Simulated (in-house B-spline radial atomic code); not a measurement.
# Nb⁷⁺: excited configurations

Wanted: excitation energies of Nb⁷⁺ as differences of total energies (ΔSCF).

Method: scalar-relativistic (spin-free one-electron X2C) PW91, spin-polarised, spherical fractional occupations, Fermi nucleus, basis-set limit. Code: in-house B-spline radial atomic code version 1.

## 1. The atom as given

| Quantity | Value |
| --- | --- |
| element | niobium (Z = 41) |
| charge | +7 |
| electrons | 34 |
| configuration | [Ar] 3d10 4s2 4p4 |
| Hamiltonian | scalar-relativistic (X2C) |
| nucleus | Fermi, rms radius 4.324 fm |

The outer shells:

[Ar] 3d10 4s2 4p4
```
[Ar] core
3d [↑↓][↑↓][↑↓][↑↓][↑↓]
4s [↑↓]
4p [↑↓][↑ ][↑ ]
```

Where spins are not typed, each open shell is filled with up spins first.

## 2. Reference run

Settings, as recorded:

```ini
Z = 41
electrons = 34.0
configuration = [Ar] 3d10 4s2 4p4
hamiltonian = x2c
method = pw91,pw91
spin_polarised = True
nucleus = fermi
rms_radius = 4.324
mass_number = 93
atomic_mass = 92.90637317
speed_of_light = 137.035999084
```

## 3. [Ar] 3d10 4s2 4p3 5p1

The settings differ from step 2 so:

```diff
@@ -2,3 +2,3 @@
 electrons = 34.0
-configuration = [Ar] 3d10 4s2 4p4
+configuration = [Ar] 3d10 4s2 4p3 5p1
 hamiltonian = x2c
```

## 4. Configuration [Ne] 3s2 3p5 3d10 4s2 4p4 4f1

The settings differ from step 3 so:

```diff
@@ -2,3 +2,3 @@
 electrons = 34.0
-configuration = [Ar] 3d10 4s2 4p3 5p1
+configuration = [Ne] 3s2 3p5 3d10 4s2 4p4 4f1
 hamiltonian = x2c
```

## 5. Configuration [Ar] 3d10 4s1 4p4 4d1

The settings differ from step 4 so:

```diff
@@ -2,3 +2,3 @@
 electrons = 34.0
-configuration = [Ne] 3s2 3p5 3d10 4s2 4p4 4f1
+configuration = [Ar] 3d10 4s1 4p4 4d1
 hamiltonian = x2c
```

## 6. Configuration [Ar] 3d10 4s2 4p3 5s1

The settings differ from step 5 so:

```diff
@@ -2,3 +2,3 @@
 electrons = 34.0
-configuration = [Ar] 3d10 4s1 4p4 4d1
+configuration = [Ar] 3d10 4s2 4p3 5s1
 hamiltonian = x2c
```

## 7. Run with [Ar] 3d9 4s2 4p4 4f1

The settings differ from step 6 so:

```diff
@@ -2,3 +2,3 @@
 electrons = 34.0
-configuration = [Ar] 3d10 4s2 4p3 5s1
+configuration = [Ar] 3d9 4s2 4p4 4f1
 hamiltonian = x2c
```

Before running: How far above the reference does each configuration lie (order and size, in eV)?

As calculated:

| net move | configuration | 2|M_S|+1 | energy above the reference (eV) | largest <r> (bohr) |
| --- | --- | --- | --- | --- |
| 4p → 5s | [Ar] 3d10 4s2 4p3 5s1 | 5 | 59.004 | 2.15 |
| 4s → 4d | [Ar] 3d10 4s1 4p4 4d1 | 5 | 61.965 | 1.35 |
| 4p → 5p | [Ar] 3d10 4s2 4p3 5p1 | 5 | 68.435 | 2.33 |
| 3d → 4f | [Ar] 3d9 4s2 4p4 4f1 | 5 | 259.07 | 1.67 |
| 3p → 4f | [Ne] 3s2 3p5 3d10 4s2 4p4 4f1 | 5 | 408.65 | 1.67 |

At the bottom stands 4p → 5s (59.004 eV), at the top 3p → 4f (408.65 eV). 2 of them lie more than 60 % above minus the reference's highest level (128.53 eV), in the range where a state can decay by emitting an electron. The reference has 2|M_S|+1 = 3; 5 of the configurations differ from it in spin. These are spherical averages at the typed spins, not spectroscopic levels.
